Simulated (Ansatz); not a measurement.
# C2H9SbSi: up Jacob's ladder to CCSD(T)

One table from this session's results is given with a row withheld; the runs are named, their logs left out.

Method: functionals in def2-TZVPP, the program's frozen cores in correlated methods; program: Ansatz 0.2.0, Gaussian basis.

Levels to be run: PBE-D4, r2SCAN-D4, PBE0-D4, B3LYP-D4, ωB97X-V, ωB97M-V, B2PLYP; CCSD(T)/def2-TZVPP; MP2/def2-QZVPP; extrapolation to the limit.

## The relaxed structure

An earlier PBE0-D4 in a triple-zeta def2 set relaxation fixed the geometry. Sb takes the def2 core potential; no spin-orbit term is included.

SMILES `CC[SiH2][SbH2]`, 13 atoms, charge 0, spin multiplicity 1.

Atoms are counted from 1 here; the program's logs count them from 0.

Bond lengths: C1–C2 1.525 Å, C1–H5 1.093 Å, C1–H6 1.093 Å, C1–H7 1.093 Å, C2–Si3 1.881 Å, C2–H8 1.095 Å, C2–H9 1.096 Å, Si3–Sb4 2.579 Å, Si3–H10 1.490 Å, Si3–H11 1.490 Å, Sb4–H12 1.708 Å, Sb4–H13 1.709 Å. Angles: C2–C1–H5 111.5°, C2–C1–H6 111.5°, C2–C1–H7 111.6°, H5–C1–H6 107.6°, H5–C1–H7 107.4°, H6–C1–H7 107.2°, C1–C2–Si3 113.8°, C1–C2–H8 110.5°, C1–C2–H9 110.4°, Si3–C2–H8 108.2°, Si3–C2–H9 107.5°, H8–C2–H9 106.1°, C2–Si3–Sb4 110.2°, C2–Si3–H10 110.3°, C2–Si3–H11 110.1°, Sb4–Si3–H10 107.2°, Sb4–Si3–H11 110.9°, H10–Si3–H11 108.1° and more.

Set-up of the first run:

in.yaml

```yaml
crystal:
  periodic: [false, false, false]
  atoms:
    - {symbol: C, position_ang: [-1.382109, -0.213658, 1.032865]}
    - {symbol: C, position_ang: [-0.273396, -1.128673, 0.524108]}
    - {symbol: Si, position_ang: [1.174526, -0.209152, -0.248424]}
    - {symbol: Sb, position_ang: [0.373742, 1.168225, -2.276734]}
    - {symbol: H, position_ang: [-2.188478, -0.783265, 1.501318]}
    - {symbol: H, position_ang: [-1.005991, 0.496138, 1.774193]}
    - {symbol: H, position_ang: [-1.824450, 0.370905, 0.221487]}
    - {symbol: H, position_ang: [-0.665796, -1.832337, -0.217657]}
    - {symbol: H, position_ang: [0.123447, -1.739463, 1.342718]}
    - {symbol: H, position_ang: [2.193880, -1.175348, -0.746763]}
    - {symbol: H, position_ang: [1.823384, 0.667845, 0.765880]}
    - {symbol: H, position_ang: [1.895201, 1.934837, -2.392795]}
    - {symbol: H, position_ang: [-0.223661, 2.409248, -1.265394]}
basis:
  gaussian: {orbitals: def2-TZVPP}
hamiltonian: {xc: pbe, dispersion: d4}
output: {forces: true, orbitals: {seedname: orbitals}}
```

The run is started by

```
$ ansatz run in.yaml --threads 4 --pin off --events-out ev --progress --plain --max-ram 10444MiB
```

Among the steps run: PBE-D4 (GGA); r2SCAN-D4 (meta-GGA); PBE0-D4 (hybrid); B3LYP-D4 (hybrid); ωB97X-V (range-separated); ωB97M-V (range-separated); B2PLYP (double hybrid); CCSD(T) in def2-TZVPP; MP2 in def2-QZVPP.

One of the session's tables, all rows but one given; the rest of the session is left out.

| method | atomisation energy (eV) |
| --- | --- |
| PBE-D4 | ? |
| r2SCAN-D4 | 43.861 |
| PBE0-D4 | 43.815 |
| B3LYP-D4 | 44.067 |
| ωB97X-V | 44.227 |
| ωB97M-V | 43.921 |
| B2PLYP | 43.334 |
| HF/def2-TZVPP | 32.516 |
| MP2/def2-TZVPP | 42.593 |
| CCSD/def2-TZVPP | 42.400 |
| CCSD(T)/def2-TZVPP | 42.895 |
| MP2/CBS | 43.684 |
| CCSD(T)/CBS | 43.986 |

Estimate the missing values for PBE-D4.

**Answer.** atomisation energy (eV): 44.174. In the column «atomisation energy (eV)» it lies between B3LYP-D4 (44.067) and ωB97X-V (44.227).
